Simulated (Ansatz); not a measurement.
# CH₃AlClO radical: a ladder of functionals and wavefunction methods

One table from this session's results is given with a row withheld; the runs are named, their logs left out.

Computed with Ansatz 0.2.0, Gaussian basis. Level: functionals in def2-TZVPP, the program's frozen cores in correlated methods.

The runs, in order: LDA (SPW92), PBE-D4, revPBE-D4, BLYP-D4, r2SCAN-D4, B97M-V, PBE0-D4, B3LYP-D4, r2SCANh-D4, r2SCAN0-D4, HSE06-D4, BHLYP-D4, CAM-B3LYP-D4, LC-ωPBE, ωB97X-V, ωB97M-V, B2PLYP, PBE-QIDH; CCSD(T)/def2-SVP; CCSD(T)/def2-TZVPP; MP2/def2-QZVPP; extrapolation to the limit; RPA on PBE.

**The geometry**

The geometry comes from an earlier relaxation with PBE0-D4 in a triple-zeta def2 set; it is a stationary point, not always the lowest conformer.

SMILES `C[O][Al][Cl]`, 7 atoms, charge 0, spin multiplicity 2.

Atoms are counted from 1 here; the program's logs count them from 0.

Bond lengths: C1–O2 1.402 Å, C1–H5 1.094 Å, C1–H6 1.095 Å, C1–H7 1.094 Å, O2–Al3 1.678 Å, Al3–Cl4 2.117 Å. Angles: O2–C1–H5 109.8°, O2–C1–H6 112.2°, O2–C1–H7 109.8°, H5–C1–H6 108.4°, H5–C1–H7 108.1°, H6–C1–H7 108.4°, C1–O2–Al3 137.2°, O2–Al3–Cl4 119.4°.

The first run:

File in.yaml:

```yaml
crystal:
  periodic: [false, false, false]
  atoms:
    - {symbol: C, position_ang: [0.040815, 0.884849, 0.297312]}
    - {symbol: O, position_ang: [0.872507, -0.061629, -0.318104]}
    - {symbol: Al, position_ang: [0.754843, -1.652562, -0.837046]}
    - {symbol: Cl, position_ang: [-1.070262, -2.695882, -0.586215]}
    - {symbol: H, position_ang: [-0.047355, 1.769867, -0.339843]}
    - {symbol: H, position_ang: [-0.964519, 0.492625, 0.485774]}
    - {symbol: H, position_ang: [0.475270, 1.194832, 1.252422]}
basis:
  gaussian: {orbitals: def2-TZVPP}
magnetization: {spin_polarized: true, initial_magnetization: 1}
hamiltonian: {xc: lda}
output: {orbitals: {seedname: orbitals}}
```

Among the steps run: LDA; PBE-D4 (GGA); revPBE-D4 (GGA); BLYP-D4 (GGA); r2SCAN-D4 (meta-GGA); B97M-V (meta-GGA); PBE0-D4 (hybrid); B3LYP-D4 (hybrid); r2SCANh-D4 (hybrid); r2SCAN0-D4 (hybrid); HSE06-D4 (hybrid); BHLYP-D4 (hybrid); CAM-B3LYP-D4 (range-separated); LC-ωPBE-D4 (range-separated; the results give it without D4); ωB97X-V (range-separated); ωB97M-V (range-separated); B2PLYP (double hybrid); PBE-QIDH (double hybrid).

One table of the session follows, with a row left open; its other results are not shown here.

It belongs to the step «Frontier levels by functional». 

| functional | HOMO (eV) | LUMO (eV) | gap (eV) |
| --- | --- | --- | --- |
| LDA (SPW92) | -5.40 | -4.07 | 1.33 |
| PBE-D4 | -5.40 | -3.74 | 1.66 |
| revPBE-D4 | -5.38 | -3.59 | 1.79 |
| BLYP-D4 | -5.18 | -3.73 | 1.46 |
| r2SCAN-D4 | -5.70 | -3.23 | 2.47 |
| B97M-V | -5.31 | -4.46 | 0.86 |
| PBE0-D4 | -6.44 | -2.88 | 3.57 |
| B3LYP-D4 | -6.18 | -3.24 | 2.94 |
| r2SCANh-D4 | -6.07 | -3.00 | 3.07 |
| r2SCAN0-D4 | -6.64 | -2.67 | 3.96 |
| HSE06-D4 | -6.04 | -3.25 | 2.79 |
| BHLYP-D4 | -7.28 | -2.19 | 5.09 |
| CAM-B3LYP-D4 | -7.61 | -2.09 | 5.52 |
| LC-ωPBE | ? | ? | ? |
| ωB97X-V | -8.51 | -1.09 | 7.42 |
| ωB97M-V | -8.10 | -1.45 | 6.65 |

Q: Estimate the row for LC-ωPBE from the others.

As computed: HOMO (eV): -8.99; LUMO (eV): -0.68; gap (eV): 8.31. In the column «HOMO (eV)» it is the lowest.
